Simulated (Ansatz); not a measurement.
# BH8NSi2: up Jacob's ladder to CCSD(T)

An exercise on one series of results from a longer session: the logs are not shown, and one member is left open.

Method: functionals in def2-TZVPP, the program's frozen cores in correlated methods; program: Ansatz 0.2.0, Gaussian basis.

The runs, in order: PBE-D4, r2SCAN-D4, PBE0-D4, B3LYP-D4, ωB97X-V, ωB97M-V, B2PLYP; CCSD(T)/def2-TZVPP; MP2/def2-QZVPP; extrapolation to the limit.

**The relaxed structure**

All runs share one geometry, relaxed beforehand with PBE0-D4 in a triple-zeta def2 set.

SMILES `NB[SiH2][SiH3]`, 12 atoms, charge 0, spin multiplicity 1.

Atoms are counted from 1 here; the program's logs count them from 0.

Bond lengths: N1–B2 1.386 Å, N1–H5 1.007 Å, N1–H6 1.007 Å, B2–Si3 2.014 Å, B2–H7 1.199 Å, Si3–Si4 2.342 Å, Si3–H8 1.496 Å, Si3–H9 1.492 Å, Si4–H10 1.489 Å, Si4–H11 1.489 Å, Si4–H12 1.490 Å. Angles: B2–N1–H5 123.6°, B2–N1–H6 123.0°, H5–N1–H6 113.3°, N1–B2–Si3 121.2°, N1–B2–H7 117.7°, Si3–B2–H7 121.1°, B2–Si3–Si4 110.3°, B2–Si3–H8 112.2°, B2–Si3–H9 111.7°, Si4–Si3–H8 107.6°, Si4–Si3–H9 107.5°, H8–Si3–H9 107.5°, Si3–Si4–H10 110.5°, Si3–Si4–H11 111.7°, Si3–Si4–H12 110.3°, H10–Si4–H11 108.2°, H10–Si4–H12 107.9°, H11–Si4–H12 108.1°.

The first run:

File in.yaml:

```yaml
crystal:
  periodic: [false, false, false]
  atoms:
    - {symbol: N, position_ang: [-1.899967, 1.216612, 0.867802]}
    - {symbol: B, position_ang: [-0.620658, 0.745863, 1.116839]}
    - {symbol: Si, position_ang: [0.041642, -0.966012, 0.287054]}
    - {symbol: Si, position_ang: [1.646336, -0.503445, -1.355299]}
    - {symbol: H, position_ang: [-2.571399, 0.730541, 0.296476]}
    - {symbol: H, position_ang: [-2.250367, 2.081495, 1.247303]}
    - {symbol: H, position_ang: [0.090357, 1.409253, 1.818738]}
    - {symbol: H, position_ang: [-1.059296, -1.742220, -0.363580]}
    - {symbol: H, position_ang: [0.680627, -1.857446, 1.298688]}
    - {symbol: H, position_ang: [2.785981, 0.257037, -0.772383]}
    - {symbol: H, position_ang: [2.183358, -1.750459, -1.966176]}
    - {symbol: H, position_ang: [1.050486, 0.323584, -2.441562]}
basis:
  gaussian: {orbitals: def2-TZVPP}
hamiltonian: {xc: pbe, dispersion: d4}
output: {forces: true, orbitals: {seedname: orbitals}}
```

Launch:

```sh
$ ansatz run in.yaml --threads 4 --pin off --events-out ev --progress --plain --max-ram 10444MiB
```

Among the steps run: PBE-D4 (GGA); r2SCAN-D4 (meta-GGA); PBE0-D4 (hybrid); B3LYP-D4 (hybrid); ωB97X-V (range-separated); ωB97M-V (range-separated); B2PLYP (double hybrid); CCSD(T) in def2-TZVPP; MP2 in def2-QZVPP.

One of the session's tables, all rows but one given; the rest of the session is left out.

It belongs to the step «Atomisation energies». 

| method | atomisation energy (kJ/mol) |
| --- | --- |
| PBE-D4 | ? |
| r2SCAN-D4 | 3859.7 |
| PBE0-D4 | 3839.0 |
| B3LYP-D4 | 3876.1 |
| ωB97X-V | 3889.3 |
| ωB97M-V | 3867.8 |
| B2PLYP | 3814.6 |
| HF/def2-TZVPP | 2894.6 |
| MP2/def2-TZVPP | 3740.8 |
| CCSD/def2-TZVPP | 3713.4 |
| CCSD(T)/def2-TZVPP | 3753.1 |
| MP2/CBS | 3838.4 |
| CCSD(T)/CBS | 3850.6 |

**Question.** Estimate the row for PBE-D4.

As computed: atomisation energy (kJ/mol): 3868.8. In the column «atomisation energy (kJ/mol)» it lies between ωB97M-V (3867.8) and B3LYP-D4 (3876.1).

Limits of these values: Free atoms (1 N, 1 B, 2 Si, 8 H) were run apart at each level; the atomisation energy is their sum less the molecule, without zero-point or spin-orbit terms.
